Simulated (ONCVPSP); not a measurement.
# Si: the cost of one run

Program: ONCVPSP 4.0.1.1 (patched build). Reference atom: PBEsol, scalar-relativistic, spherical and spin-unpolarised. All values are calculated.

## 1. The atom and the settings

Typed settings, in words:

* element: silicon (Si, Z = 14)
* type: optimised norm-conserving Vanderbilt (ONCV)
* frozen core: [Ne]
* valence charge: 4
* reference configuration: 3s2 3p2
* partial waves: 3s: rc 1.55 bohr, ncon 5, nbas 9, qcut 4.9 1/bohr, 1 projector; 3p: rc 1.60 bohr, ncon 3, nbas 7, qcut 4.1 1/bohr, 3 projectors, debl 3.3 Ha; d scattering state at 0.04 Ha: rc 1.40 bohr, ncon 4, nbas 7, qcut 7 1/bohr, 2 projectors, debl 0.9 Ha
* local potential: polynomial inside 1.25 bohr (lpopt 5, dvloc0 1 Ha)
* core correction: Teter function fitted to the true core (icmod 2), fcfact 0.15

The outer shells as boxes (Hund's rule for the drawing; the calculation is spin-unpolarised):

```
[Ne] core
3s [↑↓]
3p [↑ ][↑ ][  ]
```

An earlier all-electron run gives the scale for the radii.

All-electron outer shells of the reference configuration (PBEsol, scalar-relativistic, ld1.x):

| shell | level (eV) | outermost node (bohr) | outermost maximum (bohr) |
| --- | --- | --- | --- |
| 2s | -139.13 | 0.15 | 0.45 |
| 2p | -95.42 | – | 0.39 |
| 3s | -10.77 | 0.72 | 1.80 |
| 3p | -4.06 | 0.72 | 2.17 |

## 2. Generation

The input, Si.dat:

```
# ATOM AND REFERENCE CONFIGURATION
# atsym  z   nc   nv     iexc    psfile
  Si 14.00    3    2  -116133      upf
#
#   n    l    f
    1    0    2.00
    2    0    2.00
    2    1    6.00
    3    0    2.00
    3    1    2.00
#
# PSEUDOPOTENTIAL AND OPTIMIZATION
# lmax
    2
#
#   l,   rc,      ep,       ncon, nbas, qcut
    0    1.55    0.00    5    9    4.90
    1    1.60    0.00    3    7    4.10
    2    1.40    0.04    4    7    7.00
#
# LOCAL POTENTIAL
# lloc, lpopt,  rc(5),   dvloc0
    4    5    1.25    1.00
#
# VANDERBILT-KLEINMAN-BYLANDER PROJECTORs
# l, nproj, debl
    0    1    3.70
    1    3    3.30
    2    2    0.90
#
# MODEL CORE CHARGE
# icmod, fcfact, rcfact
    2    0.15    0.75
#
# LOG DERIVATIVE ANALYSIS
# epsh1, epsh2, depsh
   -2.00    5.00    0.02
#
# OUTPUT GRID
# rlmax, drl
    6.00    0.01
#
# TEST CONFIGURATIONS
# ncnf
    4
# nvcnf
#   n    l    f
    2
    3    0    2.00
    3    1    1.00
#
    2
    3    0    2.00
    3    1    0.00
#
    2
    3    0    1.00
    3    1    0.00
#
    2
    3    0    0.00
    3    1    4.00
#
```

Launch:

```sh
$ oncvpsp.x < Si.dat > Si.out
```

**Question.** How long does this run take on 1 thread of Intel Xeon 6975P-C, shared host?

About 2.7 s.
